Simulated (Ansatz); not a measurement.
# H9NOSi2: the cost of one run

Method: RHF/6-31G*, in Ansatz 0.2.0.

## Step 1: The starting structure

Bond lengths: Si1–O2 2.030 Å, O2–Si3 1.680 Å, Si3–H4 1.460 Å, Si3–H5 1.460 Å, Si3–H6 1.460 Å, Si1–H7 1.460 Å, Si1–H8 1.459 Å, Si1–H9 1.459 Å, Si1–N10 2.120 Å, N10–H11 1.060 Å, N10–H12 1.060 Å. Angles (14 of 20 angles, heavy atoms first): Si1–O2–Si3 125.0°, O2–Si1–N10 71.6°, O2–Si1–H7 109.5°, O2–Si1–H8 109.5°, O2–Si1–H9 109.5°, H7–Si1–N10 67.2°, H8–Si1–N10 176.6°, H9–Si1–N10 72.8°, O2–Si3–H4 109.5°, O2–Si3–H5 109.5°, O2–Si3–H6 109.5°, Si1–N10–H11 120.0°, Si1–N10–H12 120.0°, H7–Si1–H8 109.5°.

As a file:

```xyz
13

Si    0.0000    0.0000    0.0000
O     0.0000    0.0000    2.0300
Si   -1.3147   -0.4067    2.9936
H    -2.2390   -1.2403    2.2304
H    -0.8506   -1.1432    4.1657
H    -1.9987    0.8095    3.4233
H     1.3768    0.0000   -0.4862
H    -0.6877    1.1914   -0.4862
H    -0.6877   -1.1914   -0.4862
N     1.1065   -1.6802    0.6685
H     0.6674   -2.6449    0.6516
H     2.0989   -1.5558    1.0196
H     0.6843   -1.0392    1.7311
```

## Step 2: Pulling towards end A

Springs on the bonds that form and break draw the guess towards this end; the thresholds are loose.

Input file input.yaml:

```yaml
crystal:
  periodic: [false, false, false]
  atoms:
    - { symbol: Si, position_ang: [0.0, 0.0, 0.0] }
    - { symbol: O, position_ang: [0.0, 0.0, 2.03] }
    - { symbol: Si, position_ang: [-1.3147, -0.4067, 2.9936] }
    - { symbol: H, position_ang: [-2.239, -1.2403, 2.2304] }
    - { symbol: H, position_ang: [-0.8506, -1.1432, 4.1657] }
    - { symbol: H, position_ang: [-1.9987, 0.8095, 3.4233] }
    - { symbol: H, position_ang: [1.3768, 0.0, -0.4862] }
    - { symbol: H, position_ang: [-0.6877, 1.1914, -0.4862] }
    - { symbol: H, position_ang: [-0.6877, -1.1914, -0.4862] }
    - { symbol: "N", position_ang: [1.1065, -1.6802, 0.6685] }
    - { symbol: H, position_ang: [0.6674, -2.6449, 0.6516] }
    - { symbol: H, position_ang: [2.0989, -1.5558, 1.0196] }
    - { symbol: H, position_ang: [0.6843, -1.0392, 1.7311] }
basis:
  gaussian: { orbitals: "6-31G*" }
hamiltonian:
  xc: hf
relax:
  f_tol: 0.15
  max_steps: 25
  restrain:
    - { distance: [0, 9], at: 3.02, k: 30.0 }
    - { distance: [12, 1], at: 2.21, k: 30.0 }
    - { distance: [0, 1], at: 1.68, k: 30.0 }
    - { distance: [12, 9], at: 1.06, k: 30.0 }
output:
  orbitals: {}
```

On the command line:

```console
$ ansatz run input.yaml --threads 1 --pin off --max-ram 2048MiB --backend cpu --events-out ev --progress --plain --runs-dir out
```

**Question.** How long does this run take on 1 thread of Arm Neoverse V2, shared host, and how much memory does it need?

About 30 s, with a peak of 0.16 GiB.
